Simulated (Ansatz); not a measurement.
# C2H5BOSi: basis-set convergence

Aim: see how fast density functionals converge with the basis set for C2H5BOSi.

Method: one geometry, several basis sets; program: Ansatz 0.2.0, Gaussian basis.

The runs, in order: PBE0-D4/def2-SVP; ωB97M-V/def2-SVP; PBE0-D4/def2-QZVPP; ωB97M-V/def2-QZVPP; the functionals' def2-TZVPP values are taken from earlier runs.

### Step 1. The relaxed structure

All runs share one geometry, relaxed beforehand with PBE0-D4 in a triple-zeta def2 set.

SMILES `BO[SiH2]C#C`, 10 atoms, charge 0, spin multiplicity 1.

Atoms are counted from 1 here; the program's logs count them from 0.

Bond lengths: B1–O2 1.348 Å, B1–H6 1.204 Å, B1–H7 1.198 Å, O2–Si3 1.653 Å, Si3–C4 1.819 Å, Si3–H8 1.478 Å, Si3–H9 1.482 Å, C4–C5 1.206 Å, C5–H10 1.066 Å. Angles: O2–B1–H6 120.0°, O2–B1–H7 118.0°, H6–B1–H7 122.0°, B1–O2–Si3 131.6°, O2–Si3–C4 108.9°, O2–Si3–H8 107.7°, O2–Si3–H9 110.1°, C4–Si3–H8 109.4°, C4–Si3–H9 109.4°, H8–Si3–H9 111.3°, Si3–C4–C5 178.8°, C4–C5–H10 179.8°.

### Step 2. PBE0-D4 in def2-SVP

Input file in.yaml:

```yaml
crystal:
  periodic: [false, false, false]
  atoms:
    - {symbol: B, position_ang: [0.660855, 0.916661, 1.906802]}
    - {symbol: O, position_ang: [-0.238322, 0.206057, 1.197032]}
    - {symbol: Si, position_ang: [-0.758221, 0.343239, -0.366433]}
    - {symbol: C, position_ang: [-0.123821, -1.067132, -1.323779]}
    - {symbol: C, position_ang: [0.288667, -1.990635, -1.980213]}
    - {symbol: H, position_ang: [1.226113, 1.850181, 1.398936]}
    - {symbol: H, position_ang: [0.866975, 0.590496, 3.041027]}
    - {symbol: H, position_ang: [-2.235805, 0.303376, -0.353024]}
    - {symbol: H, position_ang: [-0.258009, 1.605725, -0.960011]}
    - {symbol: H, position_ang: [0.654666, -2.809167, -2.557338]}
basis:
  gaussian: {orbitals: def2-SVP}
hamiltonian: {xc: pbe0, dispersion: d4}
output: {orbitals: {seedname: orbitals}}
```

Launch:

```bash
ansatz run in.yaml --threads 2 --pin off --events-out ev --progress --plain --max-ram 4352MiB
```

The program printed:

```text
Functional definition: PBE0
  name "PBE0"
  cite "Adamo & Barone, J. Chem. Phys. 110, 6158 (1999) doi:10.1063/1.478522"
  cite "Perdew, Burke & Ernzerhof, Phys. Rev. Lett. 77, 3865 (1996) doi:10.1103/PhysRevLett.77.3865"
  parent pbe
  parameter a = 0.25
  parameter kappa = 0.804
  parameter beta = 0.06672455060314922
  exchange = (1 - a)*pbe_x(kappa = kappa, mu = beta*pi^2/3) + a*exact_x
  correlation = pbe_c(beta = beta)
1099 factors; their error is unknown
mean field evaluation 1: about -12735.1791 eV, gradient 5.0e1 eV
mean field evaluation 2: about -12730.7315 eV, gradient 7.1e1 eV
mean field evaluation 4: about -12740.7397 eV, gradient 2.2e0 eV
mean field evaluation 8: about -12740.8070 eV, gradient 1.2e-1 eV
mean field -12740.80701828 eV, -468.2160218928 hartree, gradient 2.8e-5 eV, S^2 0.000000; 0 other end points of the search recorded, 0 dependent functions left out
reference -12740.80704785 eV, -468.2160229794 hartree; 22, 22 occupied and 77, 77 virtual orbitals, 1099 factors
Total energy: -12740.97157012 eV, -468.2220690613 hartree
```

Run time: 0.95 s. Hardware: 2 threads of Intel Xeon Platinum 8488C, shared host.

### Step 3. ωB97M-V in def2-SVP

Edit in.yaml of step 2 so:

```diff
@@ -15,3 +15,3 @@
   gaussian: {orbitals: def2-SVP}
-hamiltonian: {xc: pbe0, dispersion: d4}
+hamiltonian: {xc: {name: wB97M-V}}
 output: {orbitals: {seedname: orbitals}}
```

Launched as before.

The program printed, cut to the lines that bear on the results:

```text
Functional definition: wB97M-V
  name "wB97M-V"
  cite "Mardirossian & Head-Gordon, J. Chem. Phys. 144, 214110 (2016) doi:10.1063/1.4952647"
  cite "Becke, J. Chem. Phys. 107, 8554 (1997) doi:10.1063/1.475007"
  cite "Vydrov & Van Voorhis, J. Chem. Phys. 133, 244103 (2010) doi:10.1063/1.3521275"
  # Of w^i u^j: cxij and so on, Table III.
[...]
  gx(w, u) = 1 - cx + cx01*u + cx10*w
  gss(w, u) = css00 + css04*u^4 + css10*w + css20*w^2 + css43*w^4*u^3
  gos(w, u) = cos00 + cos10*w + (cos20 + cos21*u)*w^2 + (cos60 + cos61*u)*w^6
[...]
      + integral(e_c_pw_mod_opposite_spin*gos(b97_w_opposite, b97_u_opposite)) + vv10(b, c)
1099 factors; their error is unknown
299 factors; integrals over basis functions are off by at most 1.2e-5 eV
[...]
mean field -12747.53826858 eV, -468.4633907785 hartree, gradient 2.5e-5 eV, S^2 0.000000; 0 other end points of the search recorded, 0 dependent functions left out
reference -12747.53831558 eV, -468.4633925058 hartree; 22, 22 occupied and 77, 77 virtual orbitals, 1099 factors
Total energy: -12747.53831558 eV, -468.4633925058 hartree
```

It took 3.4 s on 2 threads of Intel Xeon Platinum 8488C, shared host.

### Step 4. PBE0-D4 in def2-QZVPP

Edit in.yaml of step 3 so:

```diff
@@ -14,4 +14,4 @@
 basis:
-  gaussian: {orbitals: def2-SVP}
-hamiltonian: {xc: {name: wB97M-V}}
+  gaussian: {orbitals: "def2-QZVPP.json"}
+hamiltonian: {xc: pbe0, dispersion: d4}
 output: {orbitals: {seedname: orbitals}}
```

The command is unchanged.

The program printed:

```text
Functional definition: PBE0
  name "PBE0"
  cite "Adamo & Barone, J. Chem. Phys. 110, 6158 (1999) doi:10.1063/1.478522"
  cite "Perdew, Burke & Ernzerhof, Phys. Rev. Lett. 77, 3865 (1996) doi:10.1103/PhysRevLett.77.3865"
  parent pbe
  parameter a = 0.25
  parameter kappa = 0.804
  parameter beta = 0.06672455060314922
  exchange = (1 - a)*pbe_x(kappa = kappa, mu = beta*pi^2/3) + a*exact_x
  correlation = pbe_c(beta = beta)
1408 factors; their error is unknown
mean field evaluation 1: about -12741.8264 eV, gradient 6.5e1 eV
mean field evaluation 2: about -12733.6945 eV, gradient 9.1e1 eV
mean field evaluation 4: about -12749.8203 eV, gradient 4.8e0 eV
mean field evaluation 8: about -12749.8797 eV, gradient 2.4e-1 eV
mean field -12749.87975076 eV, -468.5494386616 hartree, gradient 4.1e-5 eV, S^2 0.000000; 0 other end points of the search recorded, 0 dependent functions left out
reference -12749.87979302 eV, -468.5494402146 hartree; 22, 22 occupied and 426, 426 virtual orbitals, 1408 factors
Total energy: -12750.04431529 eV, -468.5554862965 hartree
```

Wall time 8.5 s (2 threads of Intel Xeon Platinum 8488C, shared host); peak memory 1.2 GiB.

### Step 5. ωB97M-V in def2-QZVPP

Edit in.yaml of step 4 so:

```diff
@@ -15,3 +15,3 @@
   gaussian: {orbitals: "def2-QZVPP.json"}
-hamiltonian: {xc: pbe0, dispersion: d4}
+hamiltonian: {xc: {name: wB97M-V}}
 output: {orbitals: {seedname: orbitals}}
```

The command is unchanged.

The program printed, cut to the lines that bear on the results:

```text
Functional definition: wB97M-V
  name "wB97M-V"
  cite "Mardirossian & Head-Gordon, J. Chem. Phys. 144, 214110 (2016) doi:10.1063/1.4952647"
  cite "Becke, J. Chem. Phys. 107, 8554 (1997) doi:10.1063/1.475007"
  cite "Vydrov & Van Voorhis, J. Chem. Phys. 133, 244103 (2010) doi:10.1063/1.3521275"
  # Of w^i u^j: cxij and so on, Table III.
[...]
  gx(w, u) = 1 - cx + cx01*u + cx10*w
  gss(w, u) = css00 + css04*u^4 + css10*w + css20*w^2 + css43*w^4*u^3
  gos(w, u) = cos00 + cos10*w + (cos20 + cos21*u)*w^2 + (cos60 + cos61*u)*w^6
[...]
      + integral(e_c_pw_mod_opposite_spin*gos(b97_w_opposite, b97_u_opposite)) + vv10(b, c)
1388 factors; their error is unknown
375 factors; integrals over basis functions are off by at most 1.0e-5 eV
[...]
mean field -12756.79639003 eV, -468.8036204663 hartree, gradient 6.2e-5 eV, S^2 0.000000; 0 other end points of the search recorded, 0 dependent functions left out
reference -12756.79646097 eV, -468.8036230736 hartree; 22, 22 occupied and 426, 426 virtual orbitals, 1388 factors
Total energy: -12756.79646097 eV, -468.8036230736 hartree
```

Run time: 18 s. Hardware: 2 threads of Intel Xeon Platinum 8488C, shared host; peak memory 1.5 GiB.

### Step 6. Functionals by basis

The def2-TZVPP values come from earlier runs at the same geometry.

| functional | basis | functions | energy (eV) | from the largest (eV) | HOMO (eV) | LUMO (eV) |
| --- | --- | --- | --- | --- | --- | --- |
| PBE0-D4 | def2-SVP | 99 | -12740.9716 | 9.073 | -8.40 | -0.58 |
| PBE0-D4 | def2-TZVPP | 236 | -12749.4843 | 0.560 | -8.46 | -0.78 |
| PBE0-D4 | def2-QZVPP | 448 | -12750.0443 | 0.000 | -8.48 | -0.83 |
| ωB97M-V | def2-SVP | 99 | -12747.5383 | 9.258 | -10.65 | 1.52 |
| ωB97M-V | def2-TZVPP | 236 | -12756.2859 | 0.511 | -10.73 | 1.13 |
| ωB97M-V | def2-QZVPP | 448 | -12756.7965 | 0.000 | -10.74 | 0.93 |

### Step 7. Summary of results

| quantity | value |
| --- | --- |
| PBE0-D4: double and triple zeta above quadruple | 9.07, 0.56 eV |
| ωB97M-V: double and triple zeta above quadruple | 9.26, 0.51 eV |

What this shows: PBE0-D4 gains 8.51 eV from double to triple zeta, then 0.56 eV more. These are total energies; as a rule much of such shifts cancels in differences, which this series doesn't test. The LUMO of ωB97M-V is positive and keeps falling with the basis (1.52 to 0.93 eV): an unbound level that the basis holds in place.

For PBE0-D4 the largest set took about 9 times as long as the smallest (8.5 s against 0.95 s).
